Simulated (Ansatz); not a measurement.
Task: a ladder of methods at one geometry of AsBBrFH2Si, SMILES FB1[AsH][SiH]1Br, with the Ansatz DFT code, driven from Python. Give the script and its output. Level of theory (for the species named): PBE, def2-SVP basis, multiplicity 1. The script varies functional: pbe, hf, r2scan, hse06.

```xyz
7

F    -0.9108   -2.4490    0.5225
B    -0.5132   -1.0380    0.4141
As    0.0147    0.7902    1.3742
Si    0.1653    0.5168   -0.7328
Br   -1.6376    1.4745   -1.8138
H     1.5153    0.2956    1.5630
H     1.4275    0.3419   -1.3729
```

`methods.py`:
```python
"""One geometry of AsBBrFH2Si, method by method."""

from pathlib import Path
import logging
import sys

import ansatz as az
import numpy as np

logging.basicConfig(stream=sys.stdout, format="%(levelname)s %(message)s")
logger = logging.getLogger("ansatz_job")
logger.setLevel(logging.INFO)


def main() -> None:
    molecule = (
        az.Crystal.molecule()
        .atom("F", [-0.9108, -2.449, 0.5225])
        .atom("B", [-0.5132, -1.038, 0.4141])
        .atom("As", [0.0147, 0.7902, 1.3742])
        .atom("Si", [0.1653, 0.5168, -0.7328])
        .atom("Br", [-1.6376, 1.4745, -1.8138])
        .atom("H", [1.5153, 0.2956, 1.563])
        .atom("H", [1.4275, 0.3419, -1.3729])
    )

    setup = molecule.calculation().basis(gaussian="def2-SVP")

    logger.info("functional    E (Ha)        dipole (D)   HOMO (eV)  LUMO (eV)")
    for name in ["pbe", "hf", "r2scan", "hse06"]:
        summary = setup.functional(name).forces().orbitals().run(threads=1, pin="off", runs_dir="runs").report
        lines = Path(summary["orbitals_path"]).read_text().splitlines()
        field_of = lambda key: [line.split("=")[1].strip() for line in lines if line.startswith(key)]
        orbitals = [(27.211386 * float(e), s, float(n)) for e, s, n in zip(field_of("Ene="), field_of("Spin="), field_of("Occup="))]
        homo = max(e for e, _, n in orbitals if n > 0.5)
        lumo = min(e for e, _, n in orbitals if n < 0.5)
        dipole = 4.803205 * np.linalg.norm(summary["charge_distribution"]["dipole_moment_e_ang"])
        logger.info(f"{name:10s} {summary['free_energy_ev'] / 27.211386246:14.6f} {dipole:9.3f} {homo:11.3f} {lumo:10.3f}")


if __name__ == "__main__":
    main()
```

```console
$ python methods.py
INFO functional    E (Ha)        dipole (D)   HOMO (eV)  LUMO (eV)
INFO pbe          -5223.653611     1.893      -5.290     -3.526
INFO hf           -5220.046646     2.502      -8.733      0.940
INFO r2scan       -5224.560600     2.061      -5.578     -3.374
INFO hse06        -5223.829530     2.129      -6.011     -3.070
```

What to keep in mind:
- Total energies depend on the basis set; only differences at equal settings carry meaning.
- The geometry is a force-field or estimated start, not a minimum of this method, and the basis set is short of its limit. A lower total doesn't mark the better method: functionals have no common bound, and MP2 and coupled cluster aren't variational.
- Levels such as HOMO and LUMO are orbital energies: with these approximate functionals they aren't the ionisation energy and electron affinity, and their gap isn't the fundamental gap.
- hse06 follows the composition of plane-wave codes, whose totals differ by tens of mHa, up to about 0.1 Ha, from the form usual in Gaussian-basis programs (wpbeh).
- Timing: 24 s on 1 thread of Arm Neoverse V2 (shared host), peak memory 0.41 GiB.
